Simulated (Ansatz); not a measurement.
# Rb2HgBr3: the cost of one run

Computed with Ansatz 0.2.0 (DFT PBE, scalar-relativistic, plane waves, PAW, unless a step's input says otherwise).

## (1) The starting structure

The structure is hexagonal, space group P6/mmm (No. 191). The conventional cell has a = 7.502 Å, b = 7.502 Å, c = 4.060 Å, α = 90.00°, β = 90.00°, γ = 120.00°. Rb (site symmetry -6m2) has 6 Br at 2.97 Å as nearest neighbours. Around Hg (site symmetry 6/mmm) lie 2 Hg at 4.06 Å and 12 Br at 4.26 Å and 6 Rb at 4.33 Å. Br (site symmetry mmm) has 4 Rb at 2.97 Å and 4 Hg at 4.26 Å as nearest neighbours.

Coordinates:

```xyz
6
Lattice="7.5016 0.0000 0.0000 -3.7508 6.4965 0.0000 0.0000 0.0000 4.0596" Properties=species:S:1:pos:R:3 pbc="T T T"
Rb    0.0000    4.3310    0.0000
Rb    3.7508    2.1655    0.0000
Hg    0.0000    0.0000    0.0000
Br    3.7508    0.0000    2.0298
Br    1.8754    3.2483    2.0298
Br   -1.8754    3.2483    2.0298
```

Recipe of the guess: species swapped into a database cell of CeB2Ru3 (P6/mmm, No. 191), with Hg on the Ce sites, Rb on the B sites and Br on the Ru sites. The dimensions are guesses.

## (2) The guess as it stands, on a coarse mesh

File input.yaml:

```yaml
crystal:
  lattice:
    - [7.50155682, 0.0, 0.0]
    - [-3.75077841, 6.49653877, 0.0]
    - [0.0, 0.0, 4.05955421]
  atoms:
    - { symbol: Rb, position: [0.33333333, 0.66666667, 0.0] }
    - { symbol: Rb, position: [0.66666667, 0.33333333, 0.0] }
    - { symbol: Hg, position: [0.0, 0.0, 0.0] }
    - { symbol: Br, position: [0.5, 0.0, 0.5] }
    - { symbol: Br, position: [0.5, 0.5, 0.5] }
    - { symbol: Br, position: [0.0, 0.5, 0.5] }
basis:
  ecutwfc: 420
kpoints:
  mp_grid: { grid: [3, 3, 4] }
hamiltonian:
  xc: pbe
scf:
  occupations: { method: gaussian, width: 0.1 }
  lower_state_search: "off"
output:
  forces: true
  stress: true
  eigenvalues: true
```

Launch:

```sh
ansatz run input.yaml --threads 1 --pin off --max-ram 2048MiB --backend cpu --events-out ev --progress --plain --runs-dir out
```

What time and memory should one allow on 1 thread of Arm Neoverse V1, shared host?

About 5.8 s, with a peak of 0.42 GiB.
